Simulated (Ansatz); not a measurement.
# TiAl: the cost of one run

Computed with Ansatz 0.2.0 (DFT PBEsol, scalar-relativistic, plane waves, PAW, unless a step's input says otherwise).

3 further runs of the same task are left out: 3 set aside as unsound or not needed. Runs told in other sessions of the task aren't counted.

**1. The system as given**

The structure is tetragonal, space group P4/mmm (No. 123). The conventional cell has a = 2.795 Å, b = 2.795 Å, c = 4.039 Å, α = 90.00°, β = 90.00°, γ = 90.00°. Ti (site symmetry 4/mmm) is surrounded by 4 Ti at 2.80 Å and 8 Al at 2.83 Å. Around Al (site symmetry 4/mmm) lie 4 Al at 2.80 Å and 8 Ti at 2.83 Å.

Structure file:

```
CELL_PARAMETERS angstrom
-2.79516 0.00000 0.00000
0.00000 2.79516 4.03874
0.00000 2.79516 -4.03874
ATOMIC_POSITIONS crystal
Ti 0.00000 0.00000 0.00000
Ti 0.00000 0.50000 0.50000
Al 0.50000 0.50000 0.00000
Al 0.50000 0.00000 0.50000
```

It is built from the cell relaxed beforehand with the same method (15.78 Å³/atom).

**2. The reference cell**

The cell is repeated 2 times, 4 atoms in all. The reference gives a free energy of -5998.5517 eV, pressure 0.01 GPa, largest force 0.000 eV/Å and gap on the mesh none (metal). It was computed beforehand with the settings of the runs below.

**3. The scan: a frozen normal mode**

Mode 5 of the phonon run on this cell, counted from the lowest, is frozen in: each atom moves by x times its row below, so x is the largest displacement.

```
atom      ux     uy     uz
 Ti1  -1.000  0.000  0.000
 Ti2   1.000  0.000  0.000
 Al3   0.000  0.000  0.000
 Al4   0.000  0.000  0.000
```

**4. Point x = -0.120 Å**

Input file input.yaml:

```yaml
crystal:
  lattice:
    - [-2.7951585984, 0.0, 0.0]
    - [0.0, 2.7951585984, 4.038740475]
    - [0.0, 2.7951585984, -4.038740475]
  atoms:
    - { symbol: Ti, position: [-0.0429313743, 0.0, 0.0] }
    - { symbol: Ti, position: [0.0429313743, 0.5, 0.5] }
    - { symbol: Al, position: [0.5, 0.5, 0.0] }
    - { symbol: Al, position: [0.5, 0.0, 0.5] }
basis:
  ecutwfc: 420
kpoints:
  mp_grid: { grid: [22, 14, 14] }
hamiltonian:
  xc: pbesol
scf:
  occupations: { method: gaussian, width: 0.15 }
output:
  forces: true
  stress: true
  eigenvalues: true
```

Launch:

```
$ ansatz run input.yaml --threads 2 --pin off --max-ram 5120MiB --backend cpu --events-out ev --progress --plain --runs-dir out
```

**Question.** How long does this run take on 2 threads of Intel Xeon Platinum 8259CL at 2.50GHz (Skylake/Cascade Lake), shared host, and how much memory does it need?

About 27 s, with a peak of 0.92 GiB.
